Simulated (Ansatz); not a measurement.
Working through vertical energies of changing the electron count of CH3NTe, SMILES N=C[TeH]

Program: Ansatz 0.2.0 through its Python package.

The script reads `ch3nte.xyz`:
```text
6

N    -1.04880   -0.58440   -0.40650
C    -0.07960    0.22900   -0.35490
Te    0.46610    1.06970    1.48970
H    -1.31160   -0.94170   -1.32060
H     0.50060    0.45210   -1.26450
H     1.51540   -0.28870    1.81050
```

Interactive session:
```pycon
>>> import ansatz as az
>>> BASIS = 'def2-SVPD'
>>> XC = 'pbe'
>>> def total_energy(molecule, charge=0, unpaired=0):
...     calc = molecule.calculation().basis(gaussian=BASIS).functional(XC)
...     if charge:
...         calc = calc.charge(charge)
...     if unpaired:
...         calc = calc.spin('collinear', total=unpaired)
...     return calc.run().report['free_energy_ev']
...
>>> system = az.Crystal.molecule_from_extxyz('ch3nte.xyz')
>>> # delta-SCF style differences, no relaxation
>>> parent = total_energy(system, 0, 0)
>>> cation = total_energy(system, 1, 1)
>>> print(f'E(N)   = {parent:.5f} eV')
E(N)   = -9862.53243 eV
>>> print(f'E(N-1) = {cation:.5f} eV  (1 unpaired)')
E(N-1) = -9854.09211 eV  (1 unpaired)
>>> print(f'vertical ionisation energy {cation - parent:.3f} eV')
vertical ionisation energy 8.440 eV
>>> anion = total_energy(system, -1, 1)
>>> print(f'E(N+1) = {anion:.5f} eV  (1 unpaired)')
E(N+1) = -9862.43094 eV  (1 unpaired)
>>> print(f'vertical electron affinity {parent - anion:.3f} eV' + ('' if anion < parent else ' (unbound in this basis)'))
vertical electron affinity -0.101 eV (unbound in this basis)
>>> print(f'fundamental gap IP - EA = {cation + anion - 2 * parent:.3f} eV')
fundamental gap IP - EA = 8.542 eV
```

At this unrelaxed geometry removing an electron costs 8.44 eV and an added one is unbound in this basis (by 0.10 eV).

Total energies depend on the basis set; only differences at equal settings carry meaning. The geometry is a force-field or estimated start, not a minimum of this method, and the basis set is short of its limit. All parts are taken at fixed geometry, without zero-point energy. At an unrelaxed start these energies can be a whole eV from those at the minimum, and a small affinity can change sign. def2 sets replace the cores of elements past krypton by effective core potentials. A negative electron affinity means that the anion is unbound here; its size hangs on the basis and tends to about zero as the basis grows, and so does its part in any gap built on it. Wall time of the script: 17 s on 1 thread of Arm Neoverse V1, with other jobs on the host, peak memory 0.25 GiB.
